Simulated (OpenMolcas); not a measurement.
**Tc²⁺ among point charges: CASSCF and CASPT2 levels and susceptibility**

Aim: the splitting of the states of Tc²⁺ in the field of 8 point charges, its lowest levels with spin-orbit coupling and its magnetic susceptibility.

Method: state-averaged CASSCF and CASPT2, spin-orbit coupling by RASSI with atomic mean-field integrals. Code: OpenMolcas 26.06.

**1. What is computed**

| Quantity | Value |
| --- | --- |
| Species | Tc²⁺ (technetium, Z = 43, 41 electrons) |
| Basis | ANO-RCC-VDZP [6s5p3d1f], 43 functions |
| Scalar Hamiltonian | DKH2, point nucleus |
| Inactive shells | 1s 2s 2p 3s 3p 3d 4s 4p |
| Active space | 5 electrons in 5 orbitals (4d) |
| Some configurations of this space | 4d5 |
| Orbitals | optimised for each spin and parity, averaged over all roots |

The outer shells:

4d5
```
4d [↑ ][↑ ][↑ ][↑ ][↑ ]
```

The ion sits among 8 point charges of -0.96 e arranged as a cube (Oh), 1.81 Å from the ion.

The work runs as a chain of OpenMolcas steps in one folder; each step below is one input file. Labels, J, g values, rates, χT and fits are worked out afterwards by a script from the matrices that RASSI stores. The input lists half of the charges; inversion (Group=XYZ) makes the rest.

**2. One- and two-electron integrals**

Contents of a.inp:

```
&GATEWAY
Coord
1

Tc 0.0 0.0 0.0
Basis=ANO-RCC-VDZP
Group=XYZ
NoMove
AngMom=0.0 0.0 0.0
AMFI
XField
4 Angstrom 0
1.045004 1.045004 1.045004 -0.960000
1.045004 1.045004 -1.045004 -0.960000
1.045004 -1.045004 1.045004 -0.960000
1.045004 -1.045004 -1.045004 -0.960000
&SEWARD
```

Run with:

```
$ OMP_NUM_THREADS=1 MOLCAS_MEM=1689 MOLCAS_PROJECT=a pymolcas a.inp > a.log
```

**3. Reference wave functions, sextets of even parity, 1 root**

Contents of a.inp:

```
&RASSCF
FileOrb=start.orb
Symmetry=1
Spin=6
nActEl=5 0 0
Inactive=9 9
Ras2=5 0
CIRoot=1 1 1
SDav=1
CIMx=300
Iter=120 100
PrWF=0.3
OrbListing=Nothing
MaxOrb=0
>>> COPY $Project.JobIph JOB001
```

start.orb holds the contracted functions of the basis, ordered by shell, or the orbitals of the step before.

**4. CASSCF: quartets of even parity, 24 roots**

Contents of a.inp:

```
&RASSCF
FileOrb=start.orb
Symmetry=1
Spin=4
nActEl=5 0 0
Inactive=9 9
Ras2=5 0
CIRoot=24 24 1
SDav=24
CIMx=300
Iter=120 100
PrWF=0.3
OrbListing=Nothing
MaxOrb=0
>>> COPY $Project.JobIph JOB002
```

**5. CASSCF: doublets of even parity, 75 roots**

Contents of a.inp:

```
&RASSCF
FileOrb=start.orb
Symmetry=1
Spin=2
nActEl=5 0 0
Inactive=9 9
Ras2=5 0
CIRoot=75 75 1
SDav=75
CIMx=300
Iter=120 100
PrWF=0.3
OrbListing=Nothing
MaxOrb=0
>>> COPY $Project.JobIph JOB003
```

**6. RASSI: spin-orbit coupling between the states**

Contents of a.inp:

```
&RASSI
NrOfJobIphs=3 1 24 75
1
1 2 3 4 5 6 7 8 9 10 11 12 13 14 15 16 17 18 19 20 21 22 23 24
1 2 3 4 5 6 7 8 9 10 11 12 13 14 15 16 17 18 19 20 21 22 23 24 25 26 27
28 29 30 31 32 33 34 35 36 37 38 39 40 41 42 43 44 45 46 47 48 49 50 51
52 53 54 55 56 57 58 59 60 61 62 63 64 65 66 67 68 69 70 71 72 73 74 75
IphNames
JOB001
JOB002
JOB003
EJob
SpinOrbit
DIPRint=1.0
SOCoupling=1000.0
Subsets=2
Property=9
'ANGMOM' 1 'ANGMOM' 2 'ANGMOM' 3 'MLTPL  1' 1 'MLTPL  1' 2 'MLTPL  1' 3
'AMFI' 1 'AMFI' 2 'AMFI' 3
SOProperty=3
'ANGMOM' 1 'ANGMOM' 2 'ANGMOM' 3
```

**7. CASPT2: IPEA 0.25, imaginary shift 0.1 (closed shells correlated: 4s 4p)**

Contents of a.inp:

```
>>> COPY JOB001 $Project.JobIph
&CASPT2
Multistate=1 1
Frozen=8 6
IPEA=0.25
Imaginary=0.1
MaxIter=60
WThr=0.0 0.3 0.05
PrWF=0.5
NoMix
>>> COPY JOB002 $Project.JobIph
&CASPT2
Multistate=24 1 2 3 4 5 6 7 8 9 10 11 12 13 14 15 16 17 18 19 20 21 22
23 24
NoMult
Frozen=8 6
IPEA=0.25
Imaginary=0.1
MaxIter=60
WThr=0.0 0.3 0.05
PrWF=0.5
NoMix
>>> COPY JOB003 $Project.JobIph
&CASPT2
Multistate=75 1 2 3 4 5 6 7 8 9 10 11 12 13 14 15 16 17 18 19 20 21 22
23 24 25 26 27 28 29 30 31 32 33 34 35 36 37 38 39 40 41 42 43 44 45 46
47 48 49 50 51 52 53 54 55 56 57 58 59 60 61 62 63 64 65 66 67 68 69 70
71 72 73 74 75
NoMult
Frozen=8 6
IPEA=0.25
Imaginary=0.1
MaxIter=60
WThr=0.0 0.3 0.05
PrWF=0.5
NoMix
```

(Steps that only read results are left out.)

What does the calculation give? Wanted: spin-free ground state; lowest level; next level.

**Answer**, as computed:

```
                 quantity                                                                        value
                   method  SS-CASPT2, IPEA 0.25, imaginary shift 0.1 (closed shells correlated: 4s 4p)
   spin-free ground state                                              6A1, 1-fold in its orbital part
             lowest level                                              2-fold Γ7, g = 3.33, 3.33, 3.33
               next level                                                                     0.1 cm⁻¹
              χT at 300 K                                                               4.36 cm³ K/mol
effective moment at 300 K                                                                      5.91 μB
```

Cost by method:

```
                                              method  time of its own steps  time with the reference
                                           A. CASSCF                   26 s                     26 s
B. SS-CASPT2, IPEA 0.25, imaginary shift 0.1, +4s 4p                  7.1 s                     33 s
```

Times are of one thread on a shared host.

The spin-free ground state (6A1) comes to 100 % from free-ion S terms and keeps the highest spin of the shell. χT at 300 K is 4.36, against 4.39 cm³ K/mol for the spin alone, as a half-filled shell (L = 0) has no orbital moment. An active space of the d shell alone favours high spin; real ions in strong fields can be low spin. A ligand-field fit to the states below 45000 cm-1 gives 10Dq = -11519 cm-1, B = 586 cm-1 and C = 2963 cm-1 (C/B = 5.06), with a deviation of 645 cm-1. CASPT2 does not keep the components of a term degenerate, and the means are used. The field of point charges can differ much from that of real complexes. With metal d orbitals alone active, the gaps between spin states are rough; where two lie within a few thousand cm-1, their order is open. Point charges carry no covalency, so the field is a model and not that of real ligands.
